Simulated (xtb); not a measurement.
**[C4H12Cr]2− ([CrMe4]2-) at GFN2-xTB**

We compute vibrational wavenumbers of [C4H12Cr]2− ([CrMe4]2-). 

The calculation is run with xtb 6.7.1.

6 further runs of the same task are left out: 6 set aside as unsound or not needed.

## (1) The structure to begin with

[C4H12Cr]2− has 17 atoms, charge -2, and is taken as a singlet. As SMILES, `[CH3][Cr-2]([CH3])([CH3])[CH3]`. Geometry: optimised at GFN2-xTB.

Bond lengths: Cr1–C2 2.260 Å, Cr1–C6 2.260 Å, Cr1–C10 2.260 Å, Cr1–C14 2.260 Å, C2–H3 1.117 Å, C2–H4 1.117 Å, C2–H5 1.117 Å, C6–H7 1.117 Å, C6–H8 1.117 Å, C6–H9 1.117 Å, C10–H11 1.117 Å, C10–H12 1.117 Å, C10–H13 1.117 Å, C14–H15 1.117 Å, C14–H16 1.117 Å, C14–H17 1.117 Å. Some angles: C2–Cr1–C6 109.7°, C2–Cr1–C10 109.3°, C2–Cr1–C14 109.4°, C6–Cr1–C10 109.4°, C6–Cr1–C14 109.4°, C10–Cr1–C14 109.7°, Cr1–C2–H3 115.3°, Cr1–C2–H4 115.3°, Cr1–C2–H5 115.4°, Cr1–C6–H7 115.3°.

## (2) The harmonic vibrations at GFN2-xTB

Input file input.inp:

```
$hess
   step=0.005
$end
```

Input file input.xyz:

```xyz
17

Cr     0.00030100    -0.00000300    -0.00013100
C     -0.00504000    -0.01544600     2.25942000
H     -1.01686300    -0.01772500     2.73371900
H      0.49911200     0.85566500     2.74497100
H      0.49752600    -0.89388100     2.73327900
C      2.12998100     0.00593400    -0.75593400
H      2.24157400     0.01671400    -1.86776700
H      2.74891800    -0.87236600    -0.44894400
H      2.75029300     0.87707300    -0.43177300
C     -1.06373200     1.85178600    -0.73809900
H     -1.12424800     1.95830800    -1.84883200
H     -0.61218400     2.82189600    -0.41602400
H     -2.12945500     1.95064300    -0.41684300
C     -1.06090400    -1.84226000    -0.76548400
H     -2.12833900    -1.94468500    -0.45109800
H     -0.61130600    -2.81632800    -0.45272100
H     -1.11562300    -1.93532500    -1.87773800
```

Started as:

```bash
$ xtb --input input.inp --hess -c -2 --gfn 2 -- input.xyz | tee run.log
```

What values should one expect? Wanted: total energy; HOMO energy; LUMO energy; HOMO–LUMO gap; dispersion energy; mean polarisability; lowest harmonic wavenumber; highest harmonic wavenumber; zero-point energy.

Answer, from the run:

Level: GFN2-xTB.

| quantity | value |
| --- | --- |
| total energy | -16.71221 Eh |
| HOMO energy | 3.93 eV |
| LUMO energy | 4.63 eV |
| HOMO–LUMO gap | 0.71 eV |
| dispersion energy | -31.99 kJ/mol |
| mean polarisability (D4 model) | 110.8 bohr³ |
| lowest harmonic wavenumber | 47 cm⁻¹ |
| highest harmonic wavenumber | 2721 cm⁻¹ |
| zero-point energy | 334.9 kJ/mol |

What this shows: All 45 modes are real, so the shape is a minimum at this level. The HOMO lies at positive energy, 3.93 eV: the electron is unbound at this level or held by a compact basis; values depend on the basis.
